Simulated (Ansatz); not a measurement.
# AsH (triplet): from Hartree-Fock to the top rungs at distance As1–H2 = 1.888 Å, aug-cc-pVDZ

Aim: climb from Hartree-Fock through coupled cluster and multireference methods for AsH (triplet) at one geometry and basis, and see what each rung misses.

The runs use Ansatz 0.2.0, Gaussian basis; aug-cc-pVDZ, core rule «outside noble gas», up to 14 orbitals frozen.

The runs, in order: UHF; CCSD(T) on ROHF; CCSD(T) on UHF; BCCD(T) on ROHF; CISD; CCSDT(Q) on ROHF; CCSDT(Q) on UHF; CASSCF and MRCISD+Q, 4 electrons in 4 orbitals; CASSCF and NEVPT2, 4 electrons in 4 orbitals; CASSCF and MRCISD+Q, 6 electrons in 5 orbitals; CASSCF and NEVPT2, 6 electrons in 5 orbitals; Full CI.

14 further runs of the same task are left out: 1 for a known fault of the program, 9 that didn't finish, 4 set aside as unsound or not needed.

**1. What is computed**

The geometry derives from a PBE0/def2-TZVP stationary point (not a proven minimum). One bond is set to the value named and the two fragments are kept rigid. No spin-orbit coupling is included. The filled d shell of As may be among the frozen orbitals whatever the setting's name suggests; the logs give the count.

2 atoms, charge 0, spin multiplicity 3.

Atoms are counted from 1 here; the program's logs count them from 0.

No contacts short enough for the rule that draws bonds.

As a file:

```xyz
2

As    0.00000    0.00000    0.00000
H     0.00000    0.00000    1.88800
```

**2. UHF**

Contents of in.yaml:

```yaml
crystal:
  periodic: [false, false, false]
  atoms:
    - {symbol: As, position_ang: [0.000000, 0.000000, 0.000000]}
    - {symbol: H, position_ang: [0.000000, 0.000000, 1.888000]}
basis:
  gaussian: {orbitals: aug-cc-pVDZ}
magnetization: {spin_polarized: true, initial_magnetization: 2}
hamiltonian: {xc: hf}
output: {orbitals: {seedname: orbitals}}
```

Run with:

```sh
$ ansatz run in.yaml --threads 1 --pin off --events-out ev --progress --plain --max-ram 2393MiB
```

Further steps of the session: CCSD(T) on ROHF; CCSD(T) on UHF; BCCD(T) on ROHF; CISD; CCSDT(Q) on ROHF; CCSDT(Q) on UHF; CASSCF and MRCISD+Q, 4 electrons in 4 orbitals; CASSCF and NEVPT2, 4 electrons in 4 orbitals; CASSCF and MRCISD+Q, 6 electrons in 5 orbitals; CASSCF and NEVPT2, 6 electrons in 5 orbitals; Full CI.

Q: Predict the results of all the runs planned. Wanted: FCI below the RHF energy; RMP2 from FCI; UMP2 from FCI; RCCSD from FCI; RCCSD(T) from FCI; UCCSD(T) from FCI; RCCSDT(Q) from FCI; UCCSDT(Q) from FCI; NEVPT2 pair from FCI.

The runs gave:

| quantity | value |
| --- | --- |
| FCI below the RHF energy | -3.1183 eV |
| RMP2 from FCI | +758.6 meV |
| UMP2 from FCI | +760.5 meV |
| RCCSD from FCI | +108.0 meV |
| RCCSD(T) from FCI | +24.9 meV |
| UCCSD(T) from FCI | +16.6 meV |
| RCCSDT(Q) from FCI | +0.5 meV |
| UCCSDT(Q) from FCI | -7.9 meV |
| NEVPT2 pair from FCI | +525.4 meV |
| MRCISD+Q pair from FCI | -22.5 meV |
| NEVPT2 valence from FCI | +540.0 meV |
| levels within 1 kcal/mol (43 meV) | RCCSD(T), UCCSD(T), BCCD(T), RCCSDT, UCCSDT, RCCSDT(Q), UCCSDT(Q), MRCISD+Q pair, MRCISD+Q valence |
| T1 diagnostic | 0.027 |
| effectively unpaired electrons | 2.08 |

What this shows: RCCSD(T) misses by +24.9 meV, 0.8 % of the correlation energy. UCCSDT, UCCSDT(Q), MRCISD+Q pair, MRCISD+Q valence fall below full CI: unrestricted runs freeze a spin-polarised core, another one than full CI's, and coupled cluster isn't variational. One determinant dominates. Of the multireference levels listed MRCISD+Q valence comes nearest in total energy (-19.8 meV), which doesn't show that its space is the better one. These misses are within one basis, not against nature; the frozen cores of restricted and unrestricted runs differ, which can shift their rows.
